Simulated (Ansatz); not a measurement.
# Rb2Si: the cost of one run

Program: Ansatz 0.2.0. Level of theory: DFT PBE, scalar-relativistic, plane waves, PAW. These are calculated values, not measurements.

## (1) The system as given

Symmetry: I4/mmm, No. 139, tetragonal system. The conventional cell has a = 4.994 Å, b = 4.994 Å, c = 8.190 Å, α = 90.00°, β = 90.00°, γ = 90.00°. Rb (site symmetry 4mm) has 1 Rb at 1.52 Å as nearest neighbours. Si (site symmetry 4/mmm) is surrounded by 10 Rb at 3.33 to 3.61 Å.

Coordinates:

```cif
data_structure
_symmetry_space_group_name_H-M 'I4/mmm'
_symmetry_Int_Tables_number 139
_cell_length_a 4.9939
_cell_length_b 4.9939
_cell_length_c 8.1905
_cell_angle_alpha 90.000
_cell_angle_beta 90.000
_cell_angle_gamma 90.000
_cell_volume 204.26
loop_
_atom_site_label
_atom_site_type_symbol
_atom_site_symmetry_multiplicity
_atom_site_Wyckoff_symbol
_atom_site_fract_x
_atom_site_fract_y
_atom_site_fract_z
_atom_site_occupancy
Rb1 Rb 4 e 0.50000 0.50000 0.09300 1
Si1 Si 2 a 0.00000 0.00000 0.00000 1
```

(A quick probe on a coarse mesh, which set the mesh and smearing, is not shown.)

## (3) Coarse relaxation

The input, input.yaml:

```yaml
crystal:
  lattice:
    - [-2.4969361087, 2.4969361087, 4.0952319727]
    - [2.4969361087, -2.4969361087, 4.0952319727]
    - [2.4969361087, 2.4969361087, -4.0952319727]
  atoms:
    - { symbol: Rb, position: [0.593, 0.593, 0.0] }
    - { symbol: Rb, position: [0.407, 0.407, 0.0] }
    - { symbol: Si, position: [0.0, 0.0, 0.0] }
basis:
  ecutwfc: 420
kpoints:
  mp_grid: { grid: [6, 6, 6] }
hamiltonian:
  xc: pbe
scf:
  occupations: { method: gaussian, width: 0.1 }
  lower_state_search: "off"
output:
  forces: true
  stress: true
  eigenvalues: true
relax:
  adjacent_minimum: "off"
  f_tol: 0.04
  max_steps: 70
  cell: { stress_tol: 0.4 }
```

Run with:

```
$ ansatz run input.yaml --threads 1 --pin off --max-ram 2560MiB --backend cpu --events-out ev --progress --plain --runs-dir out
```

**Question.** How long does this run take on 1 thread of Intel Xeon Platinum 8488C (Sapphire Rapids), shared host, and how much memory does it need?

About 63 s, with a peak of 0.51 GiB.
